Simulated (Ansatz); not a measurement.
Consider the interaction energy of a dimer with the counterpoise correction of H4OSi, SMILES O[SiH3] (the Ansatz DFT code, driven from Python).

`dimer.py`
```python
"""Binding of a H4OSi dimer at a trial geometry."""

import ansatz as az

FIRST = [
    ("O", (0.6099, -0.9822, 0.3985)),
    ("Si", (-0.0571, 0.3744, -0.1976)),
    ("H", (0.1066, -1.6224, 0.8918)),
    ("H", (-1.1317, 0.0436, -1.1349)),
    ("H", (1.0841, 1.0, -0.8452)),
    ("H", (-0.6118, 1.1866, 0.8873)),
]
SECOND = [
    ("O", (-3.3946, 3.7037, 0.532)),
    ("Si", (-3.5634, 2.3475, 1.4112)),
    ("H", (-3.3794, 4.5689, 0.929)),
    ("H", (-2.4651, 2.2233, 2.371)),
    ("H", (-3.5292, 1.3247, 0.3787)),
    ("H", (-4.83, 2.3729, 2.1456)),
]

def energy(atoms, ghosts=()):
    molecule = az.Crystal.molecule()
    for symbol, xyz in atoms:
        molecule = molecule.atom(symbol, xyz)
    calc = (
        molecule.calculation()
        .basis(gaussian="cc-pVDZ")
        .functional("r2SCAN")
    )
    deck = calc.input()
    if ghosts:
        deck = deck.set(az.key.basis.gaussian.ghost_atoms, [{"symbol": s, "position_ang": list(xyz)} for s, xyz in ghosts])
    return az.Session.from_dict(deck).plan().execute().report["free_energy_ev"]

# monomers in their own basis and in the basis of the dimer
both = energy(FIRST + SECOND)
alone = energy(FIRST) + energy(SECOND)
ghosted = energy(FIRST, SECOND) + energy(SECOND, FIRST)
print(f"dimer {both:.6f} eV")
print(f"interaction, uncorrected   {(both - alone):8.3f} eV")
print(f"interaction, counterpoise  {(both - ghosted):8.3f} eV")
print(f"basis-set superposition    {(alone - ghosted):8.3f} eV")
```

How large is the interaction at this pose, and how much of it is basis-set superposition?

Uncorrected it is -0.011 eV, with the counterpoise correction 0.007 eV; the difference, 0.02 eV, is the superposition error. The sign changes with the correction, so this basis doesn't settle it.

What the script printed:

Output of `python dimer.py`:
```text
dimer -19976.798312 eV
interaction, uncorrected     -0.011 eV
interaction, counterpoise     0.007 eV
basis-set superposition       0.017 eV
```

Caveats:
- The settings weren't tested for convergence.
- The dimer is a generated trial pose of unrelaxed monomers, not a minimum, so the figure is no binding energy, and the basis set is small.
- This level lacks the dispersion part of the attraction (electrostatics and induction are there), which can decide the sign where the interaction is weak.
- Wall time of the script: 16 s on 1 thread of Arm Neoverse V1 (shared host), peak memory 0.21 GiB.

(Lines on the test bed's own set-up are left out of the output.)
